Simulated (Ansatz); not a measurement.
# H2OSSi, SMILES O[Si]S: the interaction energy of a dimer with the counterpoise correction

Program: Ansatz's Python interface.

Run as a notebook:

```python
import ansatz
```

```python
params = {
    "basis": "def2-SVPD",
    "xc": "PBE",
    "dispersion": "d4",
}
```

```python
FIRST = [
    ("O", (-1.2187, -0.7289, -0.424)),
    ("Si", (-0.7894, 0.8933, -0.2836)),
    ("S", (1.0483, 0.81, 0.7439)),
    ("H", (-0.8557, -1.2868, 0.2348)),
    ("H", (1.8154, 0.3123, -0.271)),
]
SECOND = [
    ("O", (4.1054, 2.0771, -0.3986)),
    ("Si", (4.8724, 0.879, -1.2996)),
    ("S", (3.2655, -0.2945, -1.9928)),
    ("H", (3.2708, 1.8307, -0.0525)),
    ("H", (2.7613, 0.5875, -2.9061)),
]
```

```python
def energy(atoms, ghosts=()):
    molecule = ansatz.Crystal.molecule()
    for symbol, xyz in atoms:
        molecule = molecule.atom(symbol, xyz)
    calc = (
        molecule.calculation()
        .basis(gaussian=params["basis"])
        .functional(params["xc"], dispersion=params["dispersion"])
    )
    deck = calc.input()
    if ghosts:
        deck = deck.set(ansatz.key.basis.gaussian.ghost_atoms, [{"symbol": s, "position_ang": list(xyz)} for s, xyz in ghosts])
    return ansatz.Session.from_dict(deck).plan().execute().report["free_energy_ev"]
```

```python
# ghost atoms carry the functions of the partner
both = energy(FIRST + SECOND)
alone = energy(FIRST) + energy(SECOND)
ghosted = energy(FIRST, SECOND) + energy(SECOND, FIRST)
print(f"dimer {both:.6f} eV")
print(f"interaction, uncorrected   {(both - alone):8.3f} eV")
print(f"interaction, counterpoise  {(both - ghosted):8.3f} eV")
print(f"basis-set superposition    {(alone - ghosted):8.3f} eV")
```

    dimer -41551.053974 eV
    interaction, uncorrected     -0.251 eV
    interaction, counterpoise    -0.185 eV
    basis-set superposition       0.066 eV

Uncorrected it is -0.251 eV, with the counterpoise correction -0.185 eV; the difference, 0.07 eV, is the superposition error.

Notes:
- These settings explore the input space; basis and method may be short of convergence.
- The dimer is a generated trial pose of unrelaxed monomers, not a minimum, so the figure is no binding energy, and the basis set is small.
- Timing: 23 s on 1 thread of Arm Neoverse V1 (shared host), peak memory 0.32 GiB.

(Lines on the test bed's own set-up are left out of the output.)
